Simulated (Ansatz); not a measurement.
HfGe:

```
Hf Ge
1.0
     3.50084    0.00000    0.00000
     0.00000    3.50084    0.00000
     0.00000    0.00000    3.50084
Hf Ge
1 1
Direct
  0.00000 0.00000 0.00000
  0.50000 0.50000 0.50000
```

The cell was built by a generator and needn't be a form met in nature.

The cell isn't the ideal one: as made, not relaxed: species swapped into the ErZn type (Pm-3m, No. 221).

* Program: Ansatz 0.2.0
* Task: relaxation of cell and atoms
* Functional: PBE
* Dispersion: D4
* Potentials or basis: Ansatz PAW
* Cutoff: 420 eV (not typed: the program's choice for these potentials)
* k mesh: 5 × 5 × 5
* Occupations: methfessel-paxton, width 0.1 eV
* Spin: spin-orbit coupling, no magnetisation

At the start: volume 21.45 Å³/atom.

Problem. Where does the relaxation end?

Solution. It ends after 5 steps and the volume is 18.43 Å³/atom (-14.1 %); space group Pm-3m (No. 221, to 0.05 Å).

Step by step:
| step | energy change (eV) | largest force (eV/Å) | volume (Å³) |
| --- | --- | --- | --- |
| 1 | 0.0000 | 0.0000 | 42.91 |
| 2 | -0.2943 | 0.0000 | 36.93 |
| 3 | -0.2944 | 0.0000 | 36.83 |
| 4 | -0.2944 | 0.0000 | 36.85 |
| 5 | -0.2931 | 0.0000 | 36.85 |

Final structure:
```cif
data_structure
_symmetry_space_group_name_H-M 'P 1'
_symmetry_Int_Tables_number 1
_cell_length_a 3.3278
_cell_length_b 3.3278
_cell_length_c 3.3278
_cell_angle_alpha 90.000
_cell_angle_beta 90.000
_cell_angle_gamma 90.000
_cell_volume 36.85
loop_
_atom_site_label
_atom_site_type_symbol
_atom_site_fract_x
_atom_site_fract_y
_atom_site_fract_z
_atom_site_occupancy
Hf1 Hf 0.00000 0.00000 0.00000 1
Ge1 Ge 0.50000 0.50000 0.50000 1
```

Caveat: the plane-wave basis is chosen anew once the cell has moved, so the energies of steps on either side of that aren't comparable.
